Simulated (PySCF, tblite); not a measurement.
# C5H9ClOSi: geometry, infrared bands and NMR shifts

Aim: predict the infrared bands and NMR shifts of C5H9ClOSi (`O[C@@H]1C=C[C@H](Cl)[C@H]1[SiH3]`).

Computed with tblite 0.8.0 and PySCF 2.14.0, with density-fitted response routines of our own, on a single molecule in the gas phase. Atoms are numbered from 0 throughout.

## 1. The molecule as given

17 atoms, charge 0, multiplicity 1; geometry from: force field or distance geometry start.

Bonds of the start (Å): O0–C1 1.41, C1–C2 1.48, C2–C3 1.32, C3–C4 1.51, C4–Cl5 1.77, C4–C6 1.55, C6–Si7 1.88, C6–C1 1.55, O0–H8 0.98, C1–H9 1.09, C2–H10 1.09, C3–H11 1.09, C4–H12 1.09, C6–H13 1.10, Si7–H14 1.48, Si7–H15 1.49, Si7–H16 1.49.

## 2. Geometry optimisation with GFN2-xTB

The job: settings as JSON, then the geometry in Å.

```
{"job": {"kind": "relax", "xc": "GFN2-xTB", "basis": "xTB"}, "charge": 0, "multiplicity": 1}
O      0.155500     2.196800    -0.764800
C     -0.141300     0.819500    -0.866300
C     -1.599500     0.598800    -0.734700
C     -1.896600    -0.365600     0.121200
C     -0.657200    -0.971100     0.723600
Cl    -0.848100    -1.149400     2.472200
C      0.434800     0.063700     0.355600
Si     2.129900    -0.689600     0.065000
H     -0.377600     2.562900    -0.032900
H      0.218200     0.444800    -1.819200
H     -2.342300     1.148400    -1.319600
H     -2.898700    -0.726500     0.354500
H     -0.492000    -1.963800     0.301600
H      0.572100     0.774000     1.182400
H      3.125400     0.355600    -0.264800
H      2.571700    -1.431500     1.278600
H      2.038700    -1.654900    -1.062400
```

The run is started by

```console
> OMP_NUM_THREADS=1 python probes_run.py task.json out
```

One launch serves the whole session: the jobs run in the order shown.

**Question.** This job is followed by: GFN2-xTB harmonic vibrations, gas phase; GIAO PBE0/pcSseg-1 NMR shielding, non-relativistic, gas phase. What will the session give for the following? strongest single infrared mode (GFN2-xTB); zero-point energy (GFN2-xTB); 13C shifts against TMS (PBE0/pcSseg-1); 1H shifts against TMS (PBE0/pcSseg-1, means over atoms taken as alike); 17O shifts against H2O (PBE0/pcSseg-1); 35Cl shifts against HCl (PBE0/pcSseg-1); 29Si shifts against TMS (PBE0/pcSseg-1); surface potential, 1st and 99th percentile.

**Answer**, as computed:

| quantity | value |
| --- | --- |
| strongest single infrared mode (GFN2-xTB) | 2309 cm⁻¹, 285 km/mol |
| zero-point energy (GFN2-xTB) | 76.9 kcal/mol |
| 13C shifts against TMS (PBE0/pcSseg-1) | 146.3, 144.4, 85.9, 69.3, 46.3 ppm |
| 1H shifts against TMS (PBE0/pcSseg-1, means over atoms taken as alike) | 6.26, 6.13, 4.64, 4.50, 4.08, 1.13, 0.59 ppm |
| 17O shifts against H2O (PBE0/pcSseg-1) | 84.2 ppm |
| 35Cl shifts against HCl (PBE0/pcSseg-1) | 222 ppm |
| 29Si shifts against TMS (PBE0/pcSseg-1) | -70.0 ppm |
| surface potential, 1st and 99th percentile | -1.33 V and 1.94 V |

What this shows: Over 39 steps the energy fell by 0.162 eV; of the close pairs, C1–C2 changed most, 1.481 to 1.509 Å. All 45 modes are real, so the xTB geometry is a minimum. The strongest single mode, at 2309 cm⁻¹, moves mainly H14. GFN2-xTB is a fitted tight-binding method: band positions and strengths are rough. Its intensities can rank the bands wrongly. At PBE0/pcSseg-1: The largest span, 556 ppm, is at Cl5, where the paramagnetic term is -420 ppm. By nearest atom (PBE0/pcSseg-1), the HOMO sits on O0 23 %; C2, C3 about 22 % each and the LUMO on C2, C3 about 26 % each; Cl5 9 %.
